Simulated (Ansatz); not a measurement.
# LaF4: the cost of one run

Program: Ansatz 0.2.0. Level of theory: DFT PBE, scalar-relativistic, plane waves, PAW. These are calculated values, not measurements.

## 1. The structure to begin with

Symmetry: P6/mmm, No. 191, hexagonal system. The conventional cell has a = 3.549 Å, b = 3.549 Å, c = 7.244 Å, α = 90.00°, β = 90.00°, γ = 120.00°. Around La (site symmetry 6/mmm) lie 12 F at 2.19 Å. F (site symmetry 3m) has 4 F at 1.55 to 2.05 Å and 3 La at 2.19 Å as nearest neighbours.

Coordinates:

```
CELL_PARAMETERS angstrom
3.54919 0.00000 0.00000
-1.77459 3.07369 0.00000
0.00000 0.00000 7.24405
ATOMIC_POSITIONS crystal
La 0.00000 0.00000 0.50000
F 0.33333 0.66667 0.39276
F 0.66667 0.33333 0.39276
F 0.66667 0.33333 0.60724
F 0.33333 0.66667 0.60724
```

Recipe of the guess: random cell by space group and Wyckoff sites (P6/mmm, No. 191). The dimensions are guesses.

## 2. Probe: one point on a coarse mesh

File input.yaml:

```yaml
crystal:
  lattice:
    - [3.54918579, 0.0, 0.0]
    - [-1.7745929, 3.07368506, 0.0]
    - [0.0, 0.0, 7.24404719]
  atoms:
    - { symbol: La, position: [0.0, 0.0, 0.5] }
    - { symbol: F, position: [0.33333333, 0.66666667, 0.39276411] }
    - { symbol: F, position: [0.66666667, 0.33333333, 0.39276411] }
    - { symbol: F, position: [0.66666667, 0.33333333, 0.60723589] }
    - { symbol: F, position: [0.33333333, 0.66666667, 0.60723589] }
basis:
  ecutwfc: 420
kpoints:
  mp_grid: { grid: [6, 6, 4] }
hamiltonian:
  xc: pbe
scf:
  occupations: { method: gaussian, width: 0.1 }
  lower_state_search: "off"
output:
  forces: true
  stress: true
  eigenvalues: true
```

Command:

```sh
$ ansatz run input.yaml --threads 1 --pin off --max-ram 2560MiB --backend cpu --events-out ev --progress --plain --runs-dir out
```

Q: Estimate wall time and peak memory on 1 thread of Arm Neoverse V2, shared host.

About 2.9 s, with a peak of 0.34 GiB.
